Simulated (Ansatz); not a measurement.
**InGe2H2: relaxing cell and atoms**

Aim: in InGe2H2, a known structure type filled with other elements, at an estimated volume, relax cell and atoms, then read levels, charges and fields where it ends.

All numbers below are computed with Ansatz 0.2.0 (DFT, r2SCAN, no spin polarisation, plane waves, PAW).

## Step 1: Geometry

The structure is tetragonal, space group P4/mbm (No. 127). The conventional cell has a = 6.254 Å, b = 6.254 Å, c = 3.604 Å, α = 90.00°, β = 90.00°, γ = 90.00°. H (site symmetry m2m) is surrounded by 6 Ge at 2.53 to 2.62 Å. In (site symmetry 4/m) is surrounded by 4 Ge at 2.49 Å. Ge (site symmetry m2m) is surrounded by 1 Ge at 2.14 Å and 2 In at 2.49 Å and 6 H at 2.53 to 2.62 Å.

Its coordinates follow in the input file.

The first density is read from a saved solution for the starting cell.

## Step 2: The relaxation

Contents of input.yaml:

```yaml
crystal:
  lattice:
    - [6.25394, 0.0, 0.0]
    - [0.0, 6.25394, 0.0]
    - [0.0, 0.0, 3.604064]
  atoms:
    - { symbol: H, position: [0.17858, 0.67858, 0.5] }
    - { symbol: H, position: [0.32142, 0.17858, 0.5] }
    - { symbol: H, position: [0.82142, 0.32142, 0.5] }
    - { symbol: H, position: [0.67858, 0.82142, 0.5] }
    - { symbol: In, position: [0.0, 0.0, 0.0] }
    - { symbol: In, position: [0.5, 0.5, 0.0] }
    - { symbol: Ge, position: [0.37909, 0.87909, 0.0] }
    - { symbol: Ge, position: [0.12091, 0.37909, 0.0] }
    - { symbol: Ge, position: [0.62091, 0.12091, 0.0] }
    - { symbol: Ge, position: [0.87909, 0.62091, 0.0] }
  symmetry: { tolerance: 0.0003 }
kpoints:
  mp_grid: { grid: [4, 4, 8], shift: [0, 0, 0] }
magnetization:
  spin_polarized: false
scf:
  occupations: { method: gaussian, width: 0.0181 }
  lower_state_search: "off"
hamiltonian:
  pseudopotentials: { kind: paw }
  xc: r2scan
basis:
  ecutwfc: 500
  fft_grid_basis: typed
relax:
  max_steps: 60
  cell: { p_target: 0.0 }
output:
  forces: true
  stress: true
  eigenvalues: true
  bader: true
  populations: true
  elf: true
  write_potential: true
  volumetric_format: npy
  dos:
    e_range: [-12, 8]
    de: 0.05
    projected: { site_lists: { Ge: [Ge], H: [H], In: [In] } }
  write_density: true
checkpoint:
  read: saved_state
```

Run with:

```
$ ansatz run input.yaml --threads 2 --pin off --max-ram 2560MiB --backend cpu --events-out ev --progress --plain --runs-dir out
```

Before running it: what results should come out? Wanted: moves; energy gained; largest move; cell; volume; pressure at the end; character; Bader charges.

The runs gave:

| quantity | value |
| --- | --- |
| moves | 15 |
| energy gained | 726.3 meV/atom |
| largest move | 1.73 Å (H) |
| space group (0.01 Å), before / after | P4/mbm / P4/mbm |
| cell | a = 7.005 Å, b = 7.005 Å, c = 3.491 Å, α = 90.00°, β = 90.00°, γ = 90.00° |
| volume | 17.13 Å³/atom (+21.5 %) |
| pressure at the end | 0.00 GPa |
| formation energy (elements from separate runs) | 0.40 eV/atom |
| character | metal |
| density of states, mean within 0.25 eV of the Fermi level | 3.4 per eV per cell |
| Bader charges | H -0.29, In +0.29, Ge +0.14 e |

**Reading.** The volume grew by 21.5 %, and the largest move of an atom is 1.73 Å apart from the change of the cell; the energy fell by 726.3 meV per atom. The shape changed more than that tells: the edges moved by +12, +12, -3 %. The run held to 16 symmetry operations, so a lower structure without them is not ruled out. Bands cross the Fermi level: a metal; within 0.25 eV of the Fermi level the density of states averages 3.4 per eV per cell, mostly Ge p (42 %) and In p (35 %). In loses most charge (+0.29 e on average) and H gains most (-0.29 e). Against the elements' reference phases (H2 molecule, In body-centred tetragonal, Ge diamond; separate runs with the same functional) the formation energy is 0.40 eV per atom, so at this geometry it is not bound against them.
